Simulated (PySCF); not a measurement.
# WO₂: relaxation and vibrations of the singlet

Where does singlet WO₂ go from a linear start, is the end point a minimum, and what are its modes, charges and moments?

Program: PySCF 2.14.0. Level of theory: PBE0, basis W def2-TZVP with ECP60, O def2-TZVP, scalar-relativistic core potentials, no spin–orbit coupling, density fitting. These are calculated values, not measurements.

### Step 1. The starting structure

3 atoms, charge 0, spin multiplicity 1.

Bond lengths: W1–O2 1.770 Å, W1–O3 1.770 Å. Angles: O2–W1–O3 180.0°.

```xyz
3
charge 0 multiplicity 1
W     0.0000    0.0000    0.0000
O     0.0000    0.0000    1.7700
O     0.0000    0.0000   -1.7700
```

### Step 2. Relaxing the singlet from the linear start

The steps below are one call of a driver around PySCF. For each, scf.py gives the equivalent set-up of the SCF; relaxations use the driver's own optimiser. Before each start the driver seeks the lowest SCF state from one or more starting densities and follows internal instabilities, so scf.py alone need not reach the same state.

The program finds D∞h symmetry in the start, which this walk keeps.

scf.py

```python
from pyscf import gto, scf, dft
mol = gto.M(atom='''
W      0.000000     0.000000     0.000000
O      0.000000     0.000000     1.770000
O      0.000000     0.000000    -1.770000''',
    basis={'W': 'def2-TZVP', 'O': 'def2-TZVP'},
    ecp={'W': 'def2-TZVP'},
    charge=0, spin=0)
mf = dft.RKS(mol, xc='PBE0')
mf.grids.atom_grid = (50, 194)
aux = {'W': 'def2-universal-JKFIT', 'O': 'def2-universal-JKFIT'}
mf = mf.density_fit(auxbasis=aux)
mf.kernel()
```

Steps of the walk:

| step | energy (Eh) | change (kJ/mol) | largest symmetric gradient (Eh/bohr) |
| --- | --- | --- | --- |
| 0 | -217.329502 | 0.00 | 0.00099 |
| 1 | -217.329503 | 0.00 | 0.00057 |
| 2 | -217.329503 | 0.00 | 0.00000 |

The walk ran for 2.7 s (4 threads, shared host).

After 2 steps and 0.0 kJ/mol it ends at D∞h: W–O 1.769 Å (×2); O–W–O 180.0°.

### Step 3. Is it a minimum? Harmonic modes

The point is checked on the finer grid, and tightened if its gradient asks for it. The Hessian and the dipole derivatives come from central differences of analytic gradients, with steps of 0.01 bohr.

scf.py, as its differences from that of step 2:

```diff
@@ -4,2 +4,2 @@
-O      0.000000     0.000000     1.770000
-O      0.000000     0.000000    -1.770000''',
+O      0.000000     0.000000     1.769115
+O      0.000000    -0.000000    -1.769115''',
@@ -10 +10 @@
-mf.grids.atom_grid = (50, 194)
+mf.grids.atom_grid = (75, 302)
```

This SCF starts from the last density.

SCF at the final geometry:

```text
init E= -217.329464914772
  HOMO = -0.259774370903248  LUMO = -0.179537550746886  gap/eV = 2.18336
cycle= 1 E= -217.329464913919  delta_E= 8.53e-10  |g|= 8.67e-05  |ddm|= 7.45e-05
  HOMO = -0.25978039566639  LUMO = -0.179540780584404  gap/eV = 2.18343
cycle= 2 E= -217.329464899107  delta_E= 1.48e-08  |g|= 0.000292  |ddm|= 0.000188
  HOMO = -0.259776567199378  LUMO = -0.179538720441819  gap/eV = 2.18338
cycle= 3 E= -217.329464915939  delta_E= -1.68e-08  |g|= 1.69e-05  |ddm|= 0.000141
  HOMO = -0.259775894061395  LUMO = -0.179538360824473  gap/eV = 2.18337
cycle= 4 E= -217.329464916111  delta_E= -1.72e-10  |g|= 7.79e-06  |ddm|= 1.54e-05
  HOMO = -0.259775883565283  LUMO = -0.179538354084617  gap/eV = 2.18337
cycle= 5 E= -217.32946491604  delta_E= 7.13e-11  |g|= 7.79e-06  |ddm|= 7.59e-06
  HOMO = -0.259775984529497  LUMO = -0.179538417407386  gap/eV = 2.18338
Extra cycle  E= -217.329464916526  delta_E= -4.87e-10  |g|= 7.8e-06  |ddm|= 5.2e-05
converged SCF energy = -217.329464916526
```

The whole step took 7 s.

Geometry: D∞h; W–O 1.769 Å (×2); O–W–O 180.0°.

Modes, for the most abundant isotopes:

```json
{"ω (cm⁻¹)": "278i", "IR (km/mol)": "99.1", "μ (u)": "18.50", "type": "bend"}
{"ω (cm⁻¹)": "278i", "IR (km/mol)": "99.1", "μ (u)": "18.50", "type": "bend"}
{"ω (cm⁻¹)": "818", "IR (km/mol)": "739", "μ (u)": "18.50", "type": "stretch"}
{"ω (cm⁻¹)": "990", "IR (km/mol)": "0.0", "μ (u)": "15.99", "type": "stretch"}
```

With 2 modes imaginary (up to 278i cm⁻¹) this point is a saddle.

Here the density breaks the symmetry of the frame, and no labels are given; pairs that should be degenerate can split.

Constants and moments:

```yaml
Dipole_moment: 0.00 D
Highest_occupied_level: -7.07 eV
Lowest_empty_level: -4.89 eV
Rotational_constants: 0.1684 cm⁻¹
Zero-point_energy_real_modes: 10.8 kJ/mol
Principal_polarisabilities: 33.3, 33.3, 59.2 bohr³
Atomisation_energy_without_zero-point_energy: 1004 kJ/mol
Principal_traceless_quadrupole_moments_about_the_centre_of_mass: -21.14, 10.57, 10.57 D Å
```

Populations by atom (charges in e):

```
atom  Mulliken  Löwdin  polar tensor  Mayer order to W1
  W1      1.17    0.83          2.62                  –
O2,3     -0.59   -0.41         -1.31               1.98
```

Outer orbital energies (eV). occupied: -23.89, -11.29, -10.62, -10.62, -8.53, -8.53, -7.68, -7.07; empty: -4.89, -3.99, -0.54, -0.54.

Mulliken populations on W1 (outside its core potential): s 2.10, p 6.45, d 4.12, f 0.15.

### Step 4. Downhill along the imaginary mode

The start is the last point, displaced along its most imaginary mode.

The program finds C2v symmetry in the start, which this walk keeps.

scf.py, as its differences from that of step 3:

```diff
@@ -3,3 +3,3 @@
-W      0.000000     0.000000     0.000000
-O      0.000000     0.000000     1.769115
-O      0.000000    -0.000000    -1.769115''',
+W     -0.002563    -0.020710     0.000000
+O      0.014739     0.119091     1.769115
+O      0.014739     0.119091    -1.769115''',
@@ -10 +10 @@
-mf.grids.atom_grid = (75, 302)
+mf.grids.atom_grid = (50, 194)
```

Energy and gradient, step by step:

```csv
step,energy (Eh),change (kJ/mol),largest symmetric gradient (Eh/bohr)
0,-217.332063,0.00,0.01763
1,-217.337091,-13.20,0.02910
2,-217.346233,-37.20,0.02546
3,-217.352093,-52.59,0.04743
4,-217.355511,-61.56,0.06136
5,-217.359695,-72.55,0.05175
6,-217.368435,-95.50,0.01668
7,-217.368938,-96.82,0.01240
8,-217.369160,-97.40,0.00067
9,-217.369162,-97.40,0.00003
```

The walk took 11 s.

End point (C2v, 9 steps, 97.4 kJ/mol gained): W–O 1.723 Å (×2); O–W–O 123.7°.

### Step 5. Frequencies

The same treatment as at the point before.

scf.py, as its differences from that of step 4:

```diff
@@ -3,3 +3,3 @@
-W     -0.002563    -0.020710     0.000000
-O      0.014739     0.119091     1.769115
-O      0.014739     0.119091    -1.769115''',
+W     -0.014799    -0.119577     0.000000
+O      0.085099     0.687605     1.519044
+O      0.085099     0.687605    -1.519044''',
@@ -10 +10 @@
-mf.grids.atom_grid = (50, 194)
+mf.grids.atom_grid = (75, 302)
```

SCF at the final geometry:

```text
init E= -217.369164265619
  HOMO = -0.207024991836551  LUMO = -0.167170114406634  gap/eV = 1.08451
cycle= 1 E= -217.369164265618  delta_E= 7.96e-13  |g|= 2.1e-06  |ddm|= 2.99e-06
  HOMO = -0.207024831259417  LUMO = -0.16716993753198  gap/eV = 1.08451
Extra cycle  E= -217.369164265612  delta_E= 5.74e-12  |g|= 5.81e-06  |ddm|= 3.68e-06
converged SCF energy = -217.369164265612
```

The whole step took 9.8 s.

Geometry: C2v; W–O 1.723 Å (×2); O–W–O 123.7°.

Harmonic modes (main isotopes):

| symmetry | ω (cm⁻¹) | IR (km/mol) | type |
| --- | --- | --- | --- |
| a1 | 275 | 3.4 | bend |
| b2 | 921 | 300 | stretch |
| a1 | 1012 | 54.9 | stretch |

All wavenumbers are real: a minimum.

Constants and moments:

* Dipole moment: 3.96 D
* Highest occupied level: -5.63 eV
* Lowest empty level: -4.55 eV
* Rotational constants: 0.9351, 0.2284, 0.1835 cm⁻¹
* Zero-point energy: 13.2 kJ/mol
* Principal polarisabilities: 14.3, 34.7, 50.4 bohr³
* Atomisation energy without zero-point energy: 1108 kJ/mol
* Principal traceless quadrupole moments about the centre of mass: -10.88, 3.55, 7.34 D Å
* Entropy at 298.15 K and 1 bar: 274.8 J/(mol K)
* Heat capacity Cp at 298.15 K: 44.0 J/(mol K)
* Enthalpy at 298.15 K above 0 K: 11.33 kJ/mol
* Rotational symmetry number: 2

Populations by atom (charges in e):

```csv
atom,Mulliken,Löwdin,polar tensor,Mayer order to W1
W1,1.08,0.68,1.60,–
"O2,3",-0.54,-0.34,-0.80,2.06
```

Mulliken populations on W1 (outside its core potential): s 2.17, p 6.41, d 4.22, f 0.11.

### Step 6. Stability of the closed shell

At the lowest minimum the closed shell is tested against spin polarisation, on the (50, 194) grid. It is unstable: an open-shell solution lies lower. That solution was not followed to a minimum here.

### Step 7. The points found, side by side

| spin | group | bonds | imaginary modes (cm⁻¹) | ΔE (kJ/mol) | with zero-point energy |
| --- | --- | --- | --- | --- | --- |
| singlet | C2v | W–O 1.723 Å (×2) | none | 0.0 | 0.0 |
| singlet | D∞h (density of lower symmetry) | W–O 1.769 Å (×2) | 278i, 278i | 104.2 | – |

### Step 8. What came out

```
                            quantity                                                            value
                             minimum  singlet, C2v (closed shell, unstable towards spin polarisation)
                            geometry                                   W–O 1.723 Å (×2); O–W–O 123.7°
                  wavenumbers (cm⁻¹)                                    275 (a1), 921 (b2), 1012 (a1)
                       dipole moment                                                           3.96 D
highest occupied, lowest empty level                                                  -5.63, -4.55 eV
           polar-tensor charge of W1                                                          +1.60 e
                   zero-point energy                                                      13.2 kJ/mol
```

**Reading.** The linear start (D∞h) ends in a minimum of C2v symmetry, after a stop at a second-order saddle point 104.2 kJ/mol higher, from which it was pushed off along an imaginary mode. The strongest infrared band lies at 921 cm⁻¹ (b2, stretch). Only this shape and spin were tried, so other structures or states may lie lower. The small gap makes a closed-shell description doubtful. A stability analysis at the minimum finds the closed shell unstable towards spin polarisation: an open-shell solution lies lower, and these values are not those of the lowest state. Spin–orbit coupling, left out here, can matter for elements this heavy.

The search up to here ran for 36 s (4 threads, shared host).
